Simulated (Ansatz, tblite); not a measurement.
# The cluster Br2Hg7MnTe7: chosen isomers compared

The task here is to estimate one member of a computed series from the others.

Method: relaxed with r2SCAN-D4/def2-SVP, sextet; program: Ansatz 0.2.0, Gaussian basis.

2 further runs of the same task are left out: 2 set aside as unsound or not needed.

### Where the work starts

17 atoms, charge 0, spin multiplicity 6.

Atoms are counted from 1 here; the program's logs count them from 0.

Bond lengths: Br1–Hg7 2.479 Å, Br2–Hg6 2.688 Å, Br2–Hg8 2.822 Å, Hg3–Te11 2.819 Å, Hg3–Te15 2.837 Å, Hg3–Te17 2.865 Å, Hg4–Te11 2.898 Å, Hg4–Te13 2.798 Å, Hg4–Te17 2.898 Å, Hg5–Te12 2.844 Å, Hg5–Te15 2.908 Å, Hg6–Te11 2.819 Å, Hg6–Te12 2.852 Å, Hg6–Te14 2.959 Å, Hg7–Te12 2.946 Å, Hg7–Te14 2.937 Å, Hg7–Te16 2.867 Å, Hg8–Te13 2.770 Å and more. Angles: Hg6–Br2–Hg8 87.1°, Te11–Hg3–Te15 110.7°, Te11–Hg3–Te17 82.1°, Te15–Hg3–Te17 129.0°, Te11–Hg4–Te13 117.6°, Te11–Hg4–Te17 80.2°, Te13–Hg4–Te17 146.1°, Te12–Hg5–Te15 150.8°, Br2–Hg6–Te11 104.5°, Br2–Hg6–Te12 140.0°, Br2–Hg6–Te14 91.9°, Te11–Hg6–Te12 115.3°, Te11–Hg6–Te14 82.0°, Te12–Hg6–Te14 96.4°, Br1–Hg7–Te12 121.0°, Br1–Hg7–Te14 120.7°, Br1–Hg7–Te16 127.6°, Te12–Hg7–Te14 94.8° and more.

Hg, Te take a core potential in the def2 sets. No spin-orbit coupling is included.

The isomers as started, chosen beforehand: A: Hg8Te7 zinc blende ring rod; B: Hg8Te7 zinc blende off disc. The structure above is A.

The first run:

in.yaml

```yaml
crystal:
  periodic: [false, false, false]
  atoms:
    - {symbol: Br, position_ang: [5.588620, -0.466590, -0.984810]}
    - {symbol: Br, position_ang: [-0.240640, -4.342630, 1.365230]}
    - {symbol: Hg, position_ang: [-3.114780, 1.890140, -0.699420]}
    - {symbol: Hg, position_ang: [-2.469820, 0.290070, 2.972290]}
    - {symbol: Hg, position_ang: [-0.215410, 0.393700, -3.782600]}
    - {symbol: Hg, position_ang: [-0.048300, -2.381920, -0.463300]}
    - {symbol: Hg, position_ang: [3.130780, -0.148650, -1.015230]}
    - {symbol: Hg, position_ang: [0.266830, -2.373990, 3.322720]}
    - {symbol: Hg, position_ang: [0.742990, 2.967140, -3.185890]}
    - {symbol: Mn, position_ang: [-0.154170, 1.168780, 0.859350]}
    - {symbol: Te, position_ang: [-2.089450, -0.565730, 0.230280]}
    - {symbol: Te, position_ang: [1.418130, -1.726320, -2.819930]}
    - {symbol: Te, position_ang: [-1.758310, -1.502020, 4.999430]}
    - {symbol: Te, position_ang: [1.520960, -0.682910, 1.381870]}
    - {symbol: Te, position_ang: [-2.320220, 2.359990, -3.381620]}
    - {symbol: Te, position_ang: [1.672390, 2.270640, -0.524430]}
    - {symbol: Te, position_ang: [-1.929590, 2.850300, 1.726060]}
basis:
  gaussian: {orbitals: def2-SVP, fitting: {mean_field: def2-universal-jkfit}}
magnetization: {spin_polarized: true, initial_magnetization: 5}
hamiltonian: {xc: r2scan, dispersion: d4}
scf: {lower_state_search: "off"}
output: {orbitals: {seedname: orbitals}}
relax: {f_tol: 0.03, max_steps: 70}
```

Started as:

```bash
$ ansatz run in.yaml --threads 2 --pin off --events-out ev --progress --plain --max-ram 32768MiB --backend cuda --devices 0, --max-vram 18GiB
```

Among the steps run: Relaxing candidate A; Relaxing candidate B; Candidate A, first pass, PBE-D4/def2-SVP; Candidate A, PBE0-D4/def2-SVP; Candidate A, PBE-D4/def2-SVP; Candidate A, r2SCAN-D4/def2-SVP; Candidate A, B3LYP-D4/def2-SVP; Candidate A, r2SCAN-D4/def2-mTZVP.

One table of the session follows, with a row left open; its other results are not shown here.

It belongs to the step «A against B». 

```
               level  A above B (kcal/mol)
            GFN1-xTB                 -32.0
            GFN2-xTB                  +2.1
     PBE-D4/def2-SVP                   0.0
  r2SCAN-D4/def2-SVP                  +4.0
r2SCAN-D4/def2-mTZVP                  +0.1
   B3LYP-D4/def2-SVP                  +3.9
    PBE0-D4/def2-SVP                     ?
```

**Question.** Estimate the row for PBE0-D4/def2-SVP.

The run gave: A above B (kcal/mol): +1.0. In the column «A above B (kcal/mol)» it lies between r2SCAN-D4/def2-mTZVP (+0.1) and GFN2-xTB (+2.1).

Caveats from the session: Only sextets are compared; another spin may lie lower and prefer another shape.
